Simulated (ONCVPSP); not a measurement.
# H: generating and testing an ONCV potential

Task: generate the file, and judge it by its errors in other configurations, its logarithmic derivatives, its ghosts and its cutoff.

Program: ONCVPSP 4.0.1. Reference atom: PBEsol, scalar-relativistic, spherical and spin-unpolarised. All values are calculated.

## 1. Settings

The settings as typed:

```json
{
 "element": "hydrogen (H, Z = 1)",
 "type": "optimised norm-conserving Vanderbilt (ONCV)",
 "frozen core": "none",
 "valence charge": "1",
 "reference configuration": "1s1",
 "partial waves": "1s: rc 1.10 bohr, ncon 4, nbas 7, qcut 6.7 1/bohr, 2 projectors, debl 3.8 Ha; p scattering state at 0.11 Ha: rc 0.95 bohr, ncon 4, nbas 7, qcut 8.5 1/bohr, 2 projectors, debl 4 Ha",
 "local potential": "polynomial inside 0.85 bohr (lpopt 5, dvloc0 0 Ha)",
 "core correction": "not asked for"
}
```

The outer shells as boxes (Hund's rule for the drawing; the calculation is spin-unpolarised):

```
1s [↑ ]
```

The nodes and maxima of the atom's own shells, from an earlier all-electron run, set the scale for the radii.

All-electron outer shells of the reference configuration (PBEsol, scalar-relativistic, ld1.x):

| shell | level (eV) | outermost node (bohr) | outermost maximum (bohr) |
| --- | --- | --- | --- |
| 1s | -6.33 | – | 1.05 |

## 2. The generation run

Contents of H.dat:

```
# ATOM AND REFERENCE CONFIGURATION
# atsym  z   nc   nv     iexc    psfile
  H 1.00    0    1  -116133      upf
#
#   n    l    f
    1    0    1.00
#
# PSEUDOPOTENTIAL AND OPTIMIZATION
# lmax
    1
#
#   l,   rc,      ep,       ncon, nbas, qcut
    0    1.10    0.00    4    7    6.70
    1    0.95    0.11    4    7    8.50
#
# LOCAL POTENTIAL
# lloc, lpopt,  rc(5),   dvloc0
    4    5    0.85    0.00
#
# VANDERBILT-KLEINMAN-BYLANDER PROJECTORs
# l, nproj, debl
    0    2    3.80
    1    2    4.00
#
# MODEL CORE CHARGE
# icmod, fcfact, rcfact
    0    0.00    0.00
#
# LOG DERIVATIVE ANALYSIS
# epsh1, epsh2, depsh
   -2.00    5.00    0.02
#
# OUTPUT GRID
# rlmax, drl
    6.00    0.01
#
# TEST CONFIGURATIONS
# ncnf
    1
# nvcnf
#   n    l    f
    1
    1    0    0.50
#
```

Started as:

```bash
oncvpsp.x < H.dat > H.out
```

**Question.** What will these runs give? Wanted: cutoffs for 1 and 0.1 mHa per electron, occupied waves; bound ghosts; GHOST(+) flags; largest test error; largest phase difference near zero energy, channels read.

**Answer**, as computed:

```
                                                quantity                value
  cutoffs for 1 and 0.1 mHa per electron, occupied waves      16 Ha and 24 Ha
                                            bound ghosts           none found
                                          GHOST(+) flags   none at low energy
                            largest test error (AE − PS)  +1.2 meV, for 1s0.5
largest phase difference near zero energy, channels read            0.000 rad
```

What this shows: The worst unpolarised test, 1s0.5, is off by 1.2 meV on 4.7 eV; by total energies transferability rates as very good. The potential is soft on the atom at that tolerance: the looser tolerance needs 16 Ha. It is free of bound ghosts as far as tested. Near zero energy the phases of the channels with partial waves agree within 0.001 rad. These are tests on the free atom; a crystal test is still owed.
